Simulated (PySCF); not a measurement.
# Pb(NCS)2: other functionals and bases at one geometry

One table from this session's results is given with a row withheld; the runs are named, their logs left out.

Method: several levels, as the steps say, no spin–orbit coupling; program: PySCF 2.14.0.

3 further runs of the same task are left out: 2 for a known fault of the program, 1 that didn't finish.

## The starting structure

7 atoms, charge 0, spin multiplicity 1.

Bond lengths: Pb1–N2 2.189 Å, Pb1–N5 2.189 Å, N2–C3 1.199 Å, C3–S4 1.584 Å, N5–C6 1.199 Å, C6–S7 1.584 Å. Angles: N2–Pb1–N5 93.6°, Pb1–N2–C3 153.7°, N2–C3–S4 178.6°, Pb1–N5–C6 153.7°, N5–C6–S7 178.6°.

As a file:

| atom | x (Å) | y (Å) | z (Å) |
| --- | --- | --- | --- |
| Pb1 | 0.0183 | 1.4738 | 0.0000 |
| N2 | -0.0003 | -0.0242 | 1.5956 |
| C3 | -0.0046 | -0.3719 | 2.7435 |
| S4 | -0.0108 | -0.8669 | 4.2485 |
| N5 | -0.0003 | -0.0242 | -1.5956 |
| C6 | -0.0046 | -0.3719 | -2.7435 |
| S7 | -0.0108 | -0.8669 | -4.2485 |

Formal oxidation states: Pb +2. An earlier session relaxed this geometry at PBE0, Pb def2-SVP with ECP60, N def2-SVP, C def2-SVP, S def2-SVP (singlet, point group C2v).

At PBE0 on the finer grid: E = -1174.127635 Eh, HOMO -6.94 eV, LUMO -3.59 eV, Mulliken charge on Pb1 +0.93 e, largest force component 0.016 eV/Å. 

Levels to run: wB97X; CAM-B3LYP; BLYP; revPBE; PBE0, TZVP; PBE0, x2c-SVP. Hardware: 2 threads of Arm Neoverse V1, shared host.

Set-up of the first run:

File run.py (the lines that set the calculation):

```python
mol = gto.M(atom='''
Pb     0.01834     1.47379     0.00000
N     -0.00030    -0.02423     1.59558
C     -0.00463    -0.37191     2.74354
S     -0.01079    -0.86694     4.24850
N     -0.00030    -0.02423    -1.59558
C     -0.00463    -0.37191    -2.74354
S     -0.01079    -0.86694    -4.24850''',
    basis={'Pb': 'def2-SVP', 'N': 'def2-SVP', 'C': 'def2-SVP', 'S': 'def2-SVP'},
    ecp={'Pb': 'def2-SVP'},
    charge=0, spin=0)
mf = dft.RKS(mol, xc='WB97X')
mf.grids.atom_grid = (75, 302)
mf = mf.density_fit()  # fitting sets: Pb def2-universal-JKFIT, N def2-universal-JKFIT, C def2-universal-JKFIT, S def2-universal-JKFIT
mf.conv_tol = 1e-08; mf.max_cycle = 55
mf.kernel(dm0)  # dm0: the density of the relaxed state
```

Run with:

```console
$ OMP_NUM_THREADS=2 python run.py
```

Steps of the session up to this table: wB97X; CAM-B3LYP; BLYP; revPBE; PBE0, TZVP; PBE0, x2c-SVP.

One table of the session follows, with a row left open; its other results are not shown here.

```
              level  HOMO (eV)  gap (eV)  charge on Pb1 (e)  dipole (D)  largest force component (eV/Å)
PBE0 (relaxed here)      -6.94      3.35               0.93        5.76                            0.02
              wB97X      -9.04      7.07               0.98        6.31                            0.35
          CAM-B3LYP      -8.01      5.23               0.92        5.90                            0.37
               BLYP      -5.61      1.73               0.75        4.82                            1.04
             revPBE      -5.81      1.85               0.81        5.15                            1.22
         PBE0, TZVP          ?         ?                  ?           ?                               ?
      PBE0, x2c-SVP      -6.93      3.34               0.96        5.73                            0.66
```

Q: Estimate the row for PBE0, TZVP from the others.

**Answer.** HOMO (eV): -7.05; gap (eV): 3.40; charge on Pb1 (e): 0.92; dipole (D): 5.80; largest force component (eV/Å): 0.47. In the column «HOMO (eV)» it lies between CAM-B3LYP (-8.01) and PBE0 (relaxed here) (-6.94).

In one basis the HOMO–LUMO gap runs from 1.73 eV (BLYP) to 7.07 eV (wB97X). The largest leftover force, 1.22 eV/Å with revPBE, stands at a geometry relaxed at another level. Total energies of different levels can't be compared.
